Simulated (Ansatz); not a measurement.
# Ta: moving one atom along a line

The task, for Ta: measure how stiffly atom 1 (Ta) is held.

Program: Ansatz 0.2.0. Level of theory: DFT PBEsol, scalar-relativistic, plane waves, PAW. These are calculated values, not measurements.

**1. The starting structure**

Symmetry: Fm-3m, No. 225, cubic system. Conventional cell: a = 4.220 Å, b = 4.220 Å, c = 4.220 Å, α = 90.00°, β = 90.00°, γ = 90.00°. Around Ta (site symmetry m-3m) lie 12 Ta at 2.98 Å.

Coordinates:

```
Ta
1.0
     0.00000    4.22000    4.22000
     4.22000    0.00000    4.22000
     4.22000    4.22000    0.00000
Ta
8
Cartesian
  0.0000 0.0000 0.0000
  2.1100 2.1100 0.0000
  2.1100 0.0000 2.1100
  4.2200 2.1100 2.1100
  0.0000 2.1100 2.1100
  2.1100 4.2200 2.1100
  2.1100 2.1100 4.2200
  4.2200 4.2200 4.2200
```

The cell is taken as given, not relaxed at this level.

**2. The reference: the undisturbed cell on the scan's mesh**

The input, input.yaml:

```yaml
crystal:
  lattice:
    - [0.0, 4.22, 4.22]
    - [4.22, 0.0, 4.22]
    - [4.22, 4.22, 0.0]
  atoms:
    - { symbol: Ta, position: [0.0, 0.0, 0.0] }
    - { symbol: Ta, position: [0.0, 0.0, 0.5] }
    - { symbol: Ta, position: [0.0, 0.5, 0.0] }
    - { symbol: Ta, position: [0.0, 0.5, 0.5] }
    - { symbol: Ta, position: [0.5, 0.0, 0.0] }
    - { symbol: Ta, position: [0.5, 0.0, 0.5] }
    - { symbol: Ta, position: [0.5, 0.5, 0.0] }
    - { symbol: Ta, position: [0.5, 0.5, 0.5] }
basis:
  ecutwfc: 420
kpoints:
  mp_grid: { grid: [10, 10, 10] }
hamiltonian:
  xc: pbesol
scf:
  occupations: { method: gaussian, width: 0.15 }
output:
  forces: true
  stress: true
  eigenvalues: true
```

Command:

```console
> ansatz run input.yaml --threads 2 --pin off --max-ram 5120MiB --backend cpu --events-out ev --progress --plain --runs-dir out
```

**3. The scan: moving one atom along a line**

Atom 1 (Ta) is moved by x along the Cartesian unit vector (-0.707, -0.707, 0.000); the cell and all other atoms stay fixed. Forces below are components along that vector, summed over the moved atoms. In a periodic cell its images move with it.

**4. x = -0.300 Å**

Changes to input.yaml since step 2:

```diff
@@ -6,3 +6,3 @@
   atoms:
-    - { symbol: Ta, position: [0.0, 0.0, 0.0] }
+    - { symbol: Ta, position: [0.0, 0.0, 0.0502682546] }
     - { symbol: Ta, position: [0.0, 0.0, 0.5] }
```

**5. x = 0.200 Å**

Changes to input.yaml since step 4:

```diff
@@ -6,3 +6,3 @@
   atoms:
-    - { symbol: Ta, position: [0.0, 0.0, 0.0502682546] }
+    - { symbol: Ta, position: [0.0, 0.0, -0.0335121697] }
     - { symbol: Ta, position: [0.0, 0.0, 0.5] }
@@ -26 +26,5 @@
   eigenvalues: true
+  write_density: true
+  write_potential: true
+  elf: true
+  volumetric_format: npy
```

**6. x = -0.100 Å**

Changes to input.yaml since step 5:

```diff
@@ -6,3 +6,3 @@
   atoms:
-    - { symbol: Ta, position: [0.0, 0.0, -0.0335121697] }
+    - { symbol: Ta, position: [0.0, 0.0, 0.0167560849] }
     - { symbol: Ta, position: [0.0, 0.0, 0.5] }
@@ -26,5 +26 @@
   eigenvalues: true
-  write_density: true
-  write_potential: true
-  elf: true
-  volumetric_format: npy
```

**7. Point x = 0.250 Å**

Changes to input.yaml since step 6:

```diff
@@ -6,3 +6,3 @@
   atoms:
-    - { symbol: Ta, position: [0.0, 0.0, 0.0167560849] }
+    - { symbol: Ta, position: [0.0, 0.0, -0.0418902122] }
     - { symbol: Ta, position: [0.0, 0.0, 0.5] }
```

**8. Point x = 0.150 Å**

Changes to input.yaml since step 7:

```diff
@@ -6,3 +6,3 @@
   atoms:
-    - { symbol: Ta, position: [0.0, 0.0, -0.0418902122] }
+    - { symbol: Ta, position: [0.0, 0.0, -0.0251341273] }
     - { symbol: Ta, position: [0.0, 0.0, 0.5] }
@@ -26 +26,5 @@
   eigenvalues: true
+  write_density: true
+  write_potential: true
+  elf: true
+  volumetric_format: npy
```

**9. Point x = 0.050 Å**

Changes to input.yaml since step 8:

```diff
@@ -6,3 +6,3 @@
   atoms:
-    - { symbol: Ta, position: [0.0, 0.0, -0.0251341273] }
+    - { symbol: Ta, position: [0.0, 0.0, -0.0083780424] }
     - { symbol: Ta, position: [0.0, 0.0, 0.5] }
@@ -26,5 +26 @@
   eigenvalues: true
-  write_density: true
-  write_potential: true
-  elf: true
-  volumetric_format: npy
```

(Steps that only read results are left out.)

Q: Predict the outcome of this session.

As calculated:

```
                                                        quantity       value
force constant along x, from the points at -0.100, 0 and 0.050 Å  7.46 eV/Å²
```

In words: The restoring force grows by 7.46 eV/Å per Å near the site; for the mass of Ta against a rigid frame that is a vibration of about 106 cm⁻¹. No sampled point lies below the undisturbed cell. The runs treat Ta without spin-orbit coupling.
